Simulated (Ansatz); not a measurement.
# BF3H4O2 (built from SMILES FB(F)F.O.O): search for a transition state

Aim: find the saddle point of a ligand exchange through a proton shuttle that is to form B1–O6, H5–O8, F2–H7 and break B1–F2, H5–O6, H7–O8, prove it by its vibrations, and relax downhill on both sides to see what it joins.

Computed with Ansatz 0.2.0, Gaussian basis. Level: PBE0-D4, def2-SVP first, then def2-TZVP.

190 further runs of the same task are left out: 190 set aside as unsound or not needed.

## (1) The system as given

The guess: 10 atoms, charge 0, spin multiplicity 1.

Atoms are counted from 1 here; the program's logs count them from 0.

Bond lengths: B1–F3 1.355 Å, B1–F4 1.328 Å, B1–O6 1.389 Å, H5–O8 0.989 Å, O6–H9 0.955 Å, H7–O8 1.212 Å, O8–H10 0.970 Å. Angles: F3–B1–F4 116.5°, F3–B1–O6 112.9°, F4–B1–O6 120.2°, B1–O6–H9 113.2°, H5–O8–H7 94.8°, H5–O8–H10 106.4°, H7–O8–H10 103.4°.

Geometry (Å):

| atom | x (Å) | y (Å) | z (Å) |
| --- | --- | --- | --- |
| B1 | -0.9854 | -0.2323 | -0.3836 |
| F2 | 0.2916 | 0.5153 | -1.3184 |
| F3 | -0.4415 | -1.4726 | -0.3394 |
| F4 | -2.0695 | -0.0873 | -1.1373 |
| H5 | 0.9221 | 0.2206 | 1.0672 |
| O6 | -0.8753 | 0.4503 | 0.8208 |
| H7 | 1.1636 | 0.3382 | -0.5385 |
| O8 | 1.7074 | 0.0246 | 0.4984 |
| H9 | -1.4813 | 1.1852 | 0.8928 |
| H10 | 1.7682 | -0.9420 | 0.4380 |

Distances that are to change: B1–O6 1.39 Å, H5–O8 0.99 Å, F2–H7 1.18 Å, B1–F2 1.75 Å, H5–O6 1.83 Å, H7–O8 1.21 Å.

## (2) Relaxing the guess with the reacting distances held

The input, hold/in.yaml:

```yaml
crystal:
  periodic: [false, false, false]
  atoms:
    - {symbol: B, position_ang: [-0.985400, -0.232300, -0.383600]}
    - {symbol: F, position_ang: [0.291600, 0.515300, -1.318400]}
    - {symbol: F, position_ang: [-0.441500, -1.472600, -0.339400]}
    - {symbol: F, position_ang: [-2.069500, -0.087300, -1.137300]}
    - {symbol: H, position_ang: [0.922100, 0.220600, 1.067200]}
    - {symbol: O, position_ang: [-0.875300, 0.450300, 0.820800]}
    - {symbol: H, position_ang: [1.163600, 0.338200, -0.538500]}
    - {symbol: O, position_ang: [1.707400, 0.024600, 0.498400]}
    - {symbol: H, position_ang: [-1.481300, 1.185200, 0.892800]}
    - {symbol: H, position_ang: [1.768200, -0.942000, 0.438000]}
basis:
  gaussian: {orbitals: def2-SVP}
hamiltonian: {xc: pbe0, dispersion: d4}
relax: {f_tol: 0.04, max_steps: 150, escape_saddle: false, constraints: [{distance: [0, 5]}, {distance: [4, 7]}, {distance: [1, 6]}, {distance: [0, 1]}, {distance: [4, 5]}, {distance: [6, 7]}]}
```

Command:

```bash
> ansatz run in.yaml --threads 8 --pin off --events-out ev --progress --plain --max-ram 19148MiB
```

The runs that follow: Force constants to start from; Saddle search in the small basis; Saddle search in triple zeta; Checking the order of the point; Relaxing after a step of 0.30 Å one way along the mode; Relaxing after a step of 0.30 Å the other way along the mode.

**Question.** What will these runs give? Wanted: imaginary mode; barrier from the start side; barrier from the end side; energy of the step; pairs that change; zero-point energy at the saddle.

As calculated:

```
                       quantity                                                                                  value
                 imaginary mode                                                                              326i cm⁻¹
    barrier from the start side                                                                          12.7 kcal/mol
      barrier from the end side                                                                           2.8 kcal/mol
             energy of the step                                                                          +9.9 kcal/mol
              pairs that change  B1–O6 tightened, F2–H7 formed, H5–O8 formed, B1–F2 broken, H5–O6 broken, H7–O8 broken
zero-point energy at the saddle                                                                               1.663 eV
```

What this shows: The point has a single imaginary mode (326i cm⁻¹), as a transition state must. The two relaxations end on the structures that were planned. At PBE0-D4/def2-TZVP the electronic barrier is 12.7 kcal/mol, about 21 kT at 298 K, and the step runs 9.9 kcal/mol uphill. A step off the saddle overshot and began above it in energy, so the link to its end is likely but not proven. Lower complexes than these ends may exist.
